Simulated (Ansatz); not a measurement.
# One shape, several levels: doublet C3H8Si+

Aim: a comparison of 6 runs (UHF/STO-3G, U-r2SCAN/6-31G*, UBHLYP/6-31G*, UPBE-QIDH/6-31G*, UPBE0/6-31G*, UB3LYP/6-31G*) of doublet C3H8Si+. 

The calculation is run with Ansatz 0.2.0.

62 further runs of the same task are left out: 62 set aside as unsound or not needed.

### 1 Starting point

C3H8Si+: 12 atoms, total charge +1, spin state doublet. SMILES of the parent species: `CC(C)[SiH]`. The shape is that of a PBE0-D4/def2-TZVP optimisation. This is one conformer, not always the lowest. That shape belongs to the parent species and isn't relaxed for this state.

Bond lengths: C1–C2 1.513 Å, C2–C3 1.532 Å, C2–Si4 1.900 Å, C1–H5 1.093 Å, C1–H6 1.093 Å, C1–H7 1.096 Å, C2–H8 1.091 Å, C3–H9 1.089 Å, C3–H10 1.146 Å, C3–H11 1.090 Å, Si4–H12 1.529 Å. Some angles: C1–C2–C3 114.4°, C1–C2–Si4 122.7°, C3–C2–Si4 84.0°, C1–C2–H8 111.2°, C3–C2–H8 110.2°, Si4–C2–H8 111.4°, C2–C1–H5 111.1°, C2–C1–H6 110.7°, C2–C1–H7 112.0°, C2–C3–H9 112.0°.

### 2 A single-point energy at UHF/STO-3G (run 1)

input.yaml reads:

```yaml
crystal:
  periodic: [false, false, false]
  atoms:
    - {symbol: C, position_ang: [-0.253100, 0.907000, -1.062800]}
    - {symbol: C, position_ang: [0.097600, -0.436300, -0.460200]}
    - {symbol: C, position_ang: [0.789900, -0.357500, 0.904100]}
    - {symbol: Si, position_ang: [-1.169000, -1.505700, 0.467600]}
    - {symbol: H, position_ang: [-0.840100, 0.787500, -1.976500]}
    - {symbol: H, position_ang: [-0.850600, 1.498900, -0.364400]}
    - {symbol: H, position_ang: [0.640200, 1.486400, -1.322400]}
    - {symbol: H, position_ang: [0.694200, -1.034400, -1.150400]}
    - {symbol: H, position_ang: [0.750400, 0.645900, 1.325000]}
    - {symbol: H, position_ang: [0.284700, -1.010900, 1.698600]}
    - {symbol: H, position_ang: [1.807500, -0.747500, 0.908500]}
    - {symbol: H, position_ang: [-1.874800, -0.288600, 1.067000]}
basis:
  gaussian:
    orbitals: STO-3G
total_charge: 1
magnetization:
  spin_polarized: true
  initial_magnetization: 1
hamiltonian:
  xc: hf
accuracy: high
output: {orbitals: {seedname: orbitals}}
```

Run with:

```
$ ansatz run input.yaml --threads 1 --pin off --max-ram 3480MiB --events-out events.jsonl --progress --plain --runs-dir runs
```

Log:

```text
Warning: RAYON_NUM_THREADS=1 ignored (pool sized by the plan → 1); use --threads N
Functional definition: HF
  name "HF"
  exchange = exact_x
  correlation = 0
680 factors; integrals over basis functions are off by at most 4.9e-9 eV
mean field evaluation 1: about -10942.5998 eV, gradient 1.4e1 eV
mean field evaluation 2: about -10942.8043 eV, gradient 1.4e1 eV
mean field evaluation 4: about -10944.5563 eV, gradient 1.5e0 eV
mean field evaluation 8: about -10944.5954 eV, gradient 1.9e-2 eV
mean field -10944.59536578 eV, -402.2064611792 hartree, gradient 2.4e-8 eV, S^2 0.759227; 0 other end points of the search recorded, 0 dependent functions left out
reference -10944.59536578 eV, -402.2064611792 hartree; 20, 19 occupied and 12, 13 virtual orbitals, 680 factors
Total energy: -10944.59536578 eV, -402.2064611792 hartree
```

Run time: 0.32 s. Hardware: 1 thread of Intel Xeon 6975P-C (Granite Rapids), shared host.

### 3 The energy at U-r2SCAN/6-31G(d) (spherical functions) (run 2)

run.yaml reads:

```yaml
crystal:
  periodic: [false, false, false]
  atoms:
    - {symbol: C, position_ang: [-0.253100, 0.907000, -1.062800]}
    - {symbol: C, position_ang: [0.097600, -0.436300, -0.460200]}
    - {symbol: C, position_ang: [0.789900, -0.357500, 0.904100]}
    - {symbol: Si, position_ang: [-1.169000, -1.505700, 0.467600]}
    - {symbol: H, position_ang: [-0.840100, 0.787500, -1.976500]}
    - {symbol: H, position_ang: [-0.850600, 1.498900, -0.364400]}
    - {symbol: H, position_ang: [0.640200, 1.486400, -1.322400]}
    - {symbol: H, position_ang: [0.694200, -1.034400, -1.150400]}
    - {symbol: H, position_ang: [0.750400, 0.645900, 1.325000]}
    - {symbol: H, position_ang: [0.284700, -1.010900, 1.698600]}
    - {symbol: H, position_ang: [1.807500, -0.747500, 0.908500]}
    - {symbol: H, position_ang: [-1.874800, -0.288600, 1.067000]}
basis:
  gaussian: {orbitals: 6-31G_st_-spherical.json}
hamiltonian: {xc: {name: r2SCAN}}
output: {orbitals: {seedname: orbitals}}
total_charge: 1
magnetization: {spin_polarized: true, initial_magnetization: 1}
accuracy: high
```

The basis set 6-31G* is read from a file made from the Basis Set Exchange's data (not shown).

Run with:

```
$ ansatz run run.yaml --threads 1 --pin off --max-ram 3480MiB --events-out events.jsonl --progress --plain --runs-dir runs
```

Log:

```text
Warning: RAYON_NUM_THREADS=1 ignored (pool sized by the plan → 1); use --threads N
Functional definition: r2SCAN
  name "r2SCAN"
  parameter k0 = 0.174
  parameter k1 = 0.065
  parameter a1 = 4.9479
  exchange = r2scan_x(k0 = k0, k1 = k1, a1 = a1)
  correlation = r2scan_c
1918 factors; integrals over basis functions are off by at most 3.9e-9 eV
mean field evaluation 1: about -11087.0668 eV, gradient 5.9e1 eV
mean field evaluation 2: about -10970.8860 eV, gradient 1.3e2 eV
mean field evaluation 4: about -11104.9673 eV, gradient 1.1e1 eV
mean field evaluation 8: about -11105.7176 eV, gradient 3.0e-1 eV
mean field evaluation 16: about -11105.7192 eV, gradient 7.7e-4 eV
mean field -11105.71917877 eV, -408.1276520931 hartree, gradient 5.0e-8 eV, S^2 0.755738; 0 other end points of the search recorded, 0 dependent functions left out
reference -11105.71918080 eV, -408.1276521677 hartree; 20, 19 occupied and 56, 57 virtual orbitals, 1918 factors
Total energy: -11105.71918080 eV, -408.1276521677 hartree
```

Run time: 11 s. Hardware: 1 thread of Intel Xeon 6975P-C (Granite Rapids), shared host; peak memory 0.46 GiB.

Runs 3 to 4 aren't shown in full; the table further down has their settings and results.

### 4 The energy at UPBE0/6-31G(d) (spherical functions) (run 5)

molecule.yaml reads:

```yaml
basis:
  gaussian:
    orbitals: 6-31G_st_-spherical.json
crystal:
  periodic: [false, false, false]
  atoms:
    - {symbol: C, position_ang: [-0.253100, 0.907000, -1.062800]}
    - {symbol: C, position_ang: [0.097600, -0.436300, -0.460200]}
    - {symbol: C, position_ang: [0.789900, -0.357500, 0.904100]}
    - {symbol: Si, position_ang: [-1.169000, -1.505700, 0.467600]}
    - {symbol: H, position_ang: [-0.840100, 0.787500, -1.976500]}
    - {symbol: H, position_ang: [-0.850600, 1.498900, -0.364400]}
    - {symbol: H, position_ang: [0.640200, 1.486400, -1.322400]}
    - {symbol: H, position_ang: [0.694200, -1.034400, -1.150400]}
    - {symbol: H, position_ang: [0.750400, 0.645900, 1.325000]}
    - {symbol: H, position_ang: [0.284700, -1.010900, 1.698600]}
    - {symbol: H, position_ang: [1.807500, -0.747500, 0.908500]}
    - {symbol: H, position_ang: [-1.874800, -0.288600, 1.067000]}
total_charge: 1
magnetization:
  spin_polarized: true
  initial_magnetization: 1
hamiltonian:
  xc: {name: PBE0}
accuracy: high
output: {orbitals: {seedname: orbitals}}
```

The basis set 6-31G* is read from a file made from the Basis Set Exchange's data (not shown).

Run with:

```
$ ansatz run molecule.yaml --threads 1 --pin off --max-ram 3480MiB --events-out events.jsonl --progress --plain --runs-dir runs
```

Log:

```text
Warning: RAYON_NUM_THREADS=1 ignored (pool sized by the plan → 1); use --threads N
Functional definition: PBE0
  name "PBE0"
  parameter a = 0.25
  parameter kappa = 0.804
  parameter beta = 0.06672455060314922
  exchange = (1 - a)*pbe_x(kappa = kappa, mu = beta*pi^2/3) + a*exact_x
  correlation = pbe_c(beta = beta)
1918 factors; integrals over basis functions are off by at most 3.9e-9 eV
mean field evaluation 1: about -11085.9412 eV, gradient 5.3e1 eV
mean field evaluation 2: about -11013.9439 eV, gradient 1.1e2 eV
mean field evaluation 4: about -11100.7846 eV, gradient 6.7e0 eV
mean field evaluation 8: about -11101.3021 eV, gradient 1.0e0 eV
mean field evaluation 16: about -11101.3146 eV, gradient 2.8e-3 eV
mean field evaluation 32: about -11101.3146 eV, gradient 9.7e-8 eV
mean field -11101.31458982 eV, -407.9657864344 hartree, gradient 9.7e-8 eV, S^2 0.754598; 0 other end points of the search recorded, 0 dependent functions left out
reference -11101.31459212 eV, -407.9657865192 hartree; 20, 19 occupied and 56, 57 virtual orbitals, 1918 factors
Total energy: -11101.31459212 eV, -407.9657865192 hartree
```

It took 8.7 s on 1 thread of Intel Xeon 6975P-C (Granite Rapids), shared host; peak memory 0.39 GiB.

### 5 The energy at UB3LYP/6-31G(d) (Cartesian functions) (run 6)

in.yaml reads:

```yaml
crystal:
  periodic: [false, false, false]
  atoms:
    - {symbol: C, position_ang: [-0.253100, 0.907000, -1.062800]}
    - {symbol: C, position_ang: [0.097600, -0.436300, -0.460200]}
    - {symbol: C, position_ang: [0.789900, -0.357500, 0.904100]}
    - {symbol: Si, position_ang: [-1.169000, -1.505700, 0.467600]}
    - {symbol: H, position_ang: [-0.840100, 0.787500, -1.976500]}
    - {symbol: H, position_ang: [-0.850600, 1.498900, -0.364400]}
    - {symbol: H, position_ang: [0.640200, 1.486400, -1.322400]}
    - {symbol: H, position_ang: [0.694200, -1.034400, -1.150400]}
    - {symbol: H, position_ang: [0.750400, 0.645900, 1.325000]}
    - {symbol: H, position_ang: [0.284700, -1.010900, 1.698600]}
    - {symbol: H, position_ang: [1.807500, -0.747500, 0.908500]}
    - {symbol: H, position_ang: [-1.874800, -0.288600, 1.067000]}
basis:
  gaussian:
    orbitals: "6-31G*"
total_charge: 1
magnetization:
  spin_polarized: true
  initial_magnetization: 1
hamiltonian:
  xc: {name: B3LYP}
accuracy: high
output:
  orbitals: {seedname: orbitals}
```

Run with:

```
$ ansatz run in.yaml --threads 1 --pin off --max-ram 3480MiB --events-out events.jsonl --progress --plain --runs-dir runs
```

Log:

```text
Warning: RAYON_NUM_THREADS=1 ignored (pool sized by the plan → 1); use --threads N
Functional definition: B3LYP
  name "B3LYP"
  parameter a0 = 0.2
  parameter ax = 0.72
  parameter ac = 0.81
  exchange = (1 - a0 - ax)*slater_x + ax*b88_x + a0*exact_x
  correlation = (1 - ac)*vwn_rpa_c + ac*lyp_c
1960 factors; integrals over basis functions are off by at most 3.4e-9 eV
mean field evaluation 1: about -11091.5161 eV, gradient 5.8e1 eV
mean field evaluation 2: about -10995.0178 eV, gradient 1.2e2 eV
mean field evaluation 4: about -11108.7821 eV, gradient 9.0e0 eV
mean field evaluation 8: about -11109.3565 eV, gradient 1.1e0 eV
mean field evaluation 16: about -11109.3672 eV, gradient 1.9e-3 eV
mean field evaluation 32: about -11109.3672 eV, gradient 1.9e-8 eV
mean field -11109.36724407 eV, -408.2617160201 hartree, gradient 1.9e-8 eV, S^2 0.754192; 0 other end points of the search recorded, 0 dependent functions left out
reference -11109.36728074 eV, -408.2617173676 hartree; 20, 19 occupied and 60, 61 virtual orbitals, 1960 factors
Total energy: -11109.36728074 eV, -408.2617173676 hartree
```

Wall time 8.1 s (1 thread of Intel Xeon 6975P-C (Granite Rapids), shared host); peak memory 0.41 GiB.

### 6 Overview of the runs

```tsv
run	level	frozen core orbitals	Cartesian functions	energy (Eh)	HOMO energy (eV)	LUMO energy (eV)	⟨S²⟩	wall time
1	UHF/STO-3G	–	no	-402.206461	-15.12	-4.36	0.759	0.32 s
2	U-r2SCAN/6-31G* (spherical functions)	–	no	-408.127652	-12.52	-10.63	0.756	11 s
3	UBHLYP/6-31G* (spherical functions)	–	no	-408.153645	-14.51	-9.31	0.758	7.8 s
4	UPBE-QIDH/6-31G* (spherical functions)	8	no	-407.798880	-15.40	-8.22	0.760	9.6 s
5	UPBE0/6-31G* (spherical functions)	–	no	-407.965787	-13.41	-10.11	0.755	8.7 s
6	UB3LYP/6-31G* (Cartesian functions)	–	yes	-408.261717	-13.13	-10.44	0.754	8.1 s
```

### 7 Results

```
                                 quantity          value
                      run 6: total energy  -408.26172 Eh
run 6: HOMO energy (highest over α and β)      -13.13 eV
 run 6: LUMO energy (lowest over α and β)      -10.44 eV
                              run 6: ⟨S²⟩          0.754
```

**Reading.** Totals of different functionals can't be ranked against each other. In run 1 the basis is minimal, so the values are rough. All runs together took 46 s, the longest 11 s.
